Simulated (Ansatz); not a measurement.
# AlH5O4: the cost of one run

Method: RKS PBE-D4/def2-mTZVP, in Ansatz 0.2.0.

1 further run of the same task is left out (it didn't finish).

### 1 Starting point

Bond lengths: Al1–O3 1.636 Å, Al1–O4 1.636 Å, Al1–O6 2.178 Å, O6–O7 1.410 Å, O3–H8 0.944 Å, O4–H9 0.944 Å, O7–H10 0.968 Å. Angles: Al1–O3–H8 173.9°, O3–Al1–O4 132.6°, O3–Al1–O6 108.8°, O4–Al1–O6 115.4°, Al1–O4–H9 167.5°, Al1–O6–O7 150.1°, O6–O7–H10 104.1°.

As a file:

```xyz
10

Al   -0.3228   -0.3652    0.7417
H    -0.9843    1.4390    0.1818
O     0.8859   -0.0989    1.8119
O    -1.5683   -1.4250    0.7202
H    -0.4885    1.2633   -0.6472
O     0.2816    0.4037   -1.2042
O     1.0130    0.2602   -2.4012
H     1.5967   -0.0446    2.4310
H    -2.3278   -1.9510    0.5259
H     1.9144    0.5186   -2.1598
```

### 2 Pulling towards end A

Springs on the bonds that form and break draw the guess towards this end; the thresholds are loose.

input.yaml

```yaml
crystal:
  periodic: [false, false, false]
  atoms:
    - { symbol: Al, position_ang: [-0.3228, -0.3652, 0.7417] }
    - { symbol: H, position_ang: [-0.9843, 1.439, 0.1818] }
    - { symbol: O, position_ang: [0.8859, -0.0989, 1.8119] }
    - { symbol: O, position_ang: [-1.5683, -1.425, 0.7202] }
    - { symbol: H, position_ang: [-0.4885, 1.2633, -0.6472] }
    - { symbol: O, position_ang: [0.2816, 0.4037, -1.2042] }
    - { symbol: O, position_ang: [1.013, 0.2602, -2.4012] }
    - { symbol: H, position_ang: [1.5967, -0.0446, 2.431] }
    - { symbol: H, position_ang: [-2.3278, -1.951, 0.5259] }
    - { symbol: H, position_ang: [1.9144, 0.5186, -2.1598] }
basis:
  gaussian: { orbitals: def2-mTZVP }
hamiltonian:
  xc: pbe
  dispersion: d4
relax:
  f_tol: 0.15
  max_steps: 25
  restrain:
    - { distance: [0, 5], at: 3.17, k: 30.0 }
    - { distance: [4, 1], at: 1.92, k: 30.0 }
    - { distance: [0, 1], at: 1.52, k: 30.0 }
    - { distance: [4, 5], at: 0.97, k: 30.0 }
```

Run with:

```sh
> ansatz run input.yaml --threads 2 --pin off --max-ram 3072MiB --backend cpu --events-out ev --progress --plain --runs-dir out
```

Q: Estimate wall time and peak memory on 2 threads of AMD EPYC 9R45 (Zen 5), shared host.

About 20 s, with a peak of 0.18 GiB.
